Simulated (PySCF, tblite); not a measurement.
# C7H10OSSi: geometry, infrared bands and NMR shifts

Wanted: the infrared bands and NMR shifts of C7H10OSSi (`CC#C/C=C\[Si@H]1OCCS1`), by calculation.

The runs use tblite 0.8.0 and PySCF 2.14.0, with density-fitted response routines of our own; the level of theory stands in each step. All values are computed, except where a source is named. Atoms are numbered from 0 throughout.

### 1 The molecule as given

20 atoms, charge 0, multiplicity 1; geometry from: force field or distance geometry start.

Bonds of the start (Å): C0–C1 1.46, C1–C2 1.21, C2–C3 1.42, C3–C4 1.34, C4–Si5 1.82, Si5–O6 1.68, O6–C7 1.44, C7–C8 1.53, C8–S9 1.83, S9–Si5 2.15, C0–H10 1.10, C0–H11 1.10, C0–H12 1.08, C3–H13 1.08, C4–H14 1.09, Si5–H15 1.47, C7–H16 1.10, C7–H17 1.09, C8–H18 1.09, C8–H19 1.10.

### 2 Geometry optimisation with GFN2-xTB

Job settings and geometry (Å):

```
{"job": {"kind": "relax", "xc": "GFN2-xTB", "basis": "xTB"}, "charge": 0, "multiplicity": 1}
C     -4.257700    -0.772300     0.002200
C     -3.180000     0.198200     0.133500
C     -2.265000     0.975100     0.263500
C     -1.206700     1.912700     0.393600
C      0.057200     1.660500     0.036200
Si     0.771900     0.174000    -0.733100
O      2.311200     0.446700    -1.354500
C      3.254000    -0.575800    -0.982100
C      3.109600    -0.945500     0.496600
S      1.323100    -1.210200     0.814000
H     -4.979100    -0.446400    -0.765300
H     -4.815100    -0.883300     0.947100
H     -3.887600    -1.751500    -0.274500
H     -1.446000     2.865900     0.844800
H      0.792500     2.450800     0.186300
H     -0.074400    -0.487800    -1.733100
H      3.104000    -1.453100    -1.630500
H      4.255400    -0.205600    -1.181000
H      3.682200    -1.831600     0.755900
H      3.445200    -0.110100     1.132200
```

Run with:

```sh
$ OMP_NUM_THREADS=1 python probes_run.py task.json out
```

This one command runs all jobs of the session in turn.

**Question.** This job is followed by: GFN2-xTB harmonic vibrations, gas phase; GIAO PBE0/pcSseg-1 NMR shielding, non-relativistic, gas phase. What will the session give for the following? strongest single infrared mode (GFN2-xTB); zero-point energy (GFN2-xTB); 13C shifts against TMS (PBE0/pcSseg-1); 1H shifts against TMS (PBE0/pcSseg-1, means over atoms taken as alike); 29Si shifts against TMS (PBE0/pcSseg-1); 17O shifts against H2O (PBE0/pcSseg-1); 33S shifts against CS2 (PBE0/pcSseg-1).

As calculated:

| quantity | value |
| --- | --- |
| strongest single infrared mode (GFN2-xTB) | 2304 cm⁻¹, 195 km/mol |
| zero-point energy (GFN2-xTB) | 93.0 kcal/mol |
| 13C shifts against TMS (PBE0/pcSseg-1) | 145.6, 138.9, 106.3, 85.4, 70.2, 36.7, 5.8 ppm |
| 1H shifts against TMS (PBE0/pcSseg-1, means over atoms taken as alike) | 6.60, 6.22, 5.98, 4.46, 3.66, 3.06, 2.69, 2.22 ppm |
| 29Si shifts against TMS (PBE0/pcSseg-1) | 5.8 ppm |
| 17O shifts against H2O (PBE0/pcSseg-1) | 50.7 ppm |
| 33S shifts against CS2 (PBE0/pcSseg-1) | -142 ppm |

**Reading.** Relaxing lowered the energy by 0.209 eV in 79 steps; the close pair that moved most is Si5–O6, from 1.682 to 1.634 Å. All 54 modes are real, so the xTB geometry is a minimum. The strongest single mode, at 2304 cm⁻¹, moves mainly H15. Unscaled tight-binding wavenumbers are off by several per cent, some by more. Its intensities can rank the bands wrongly.
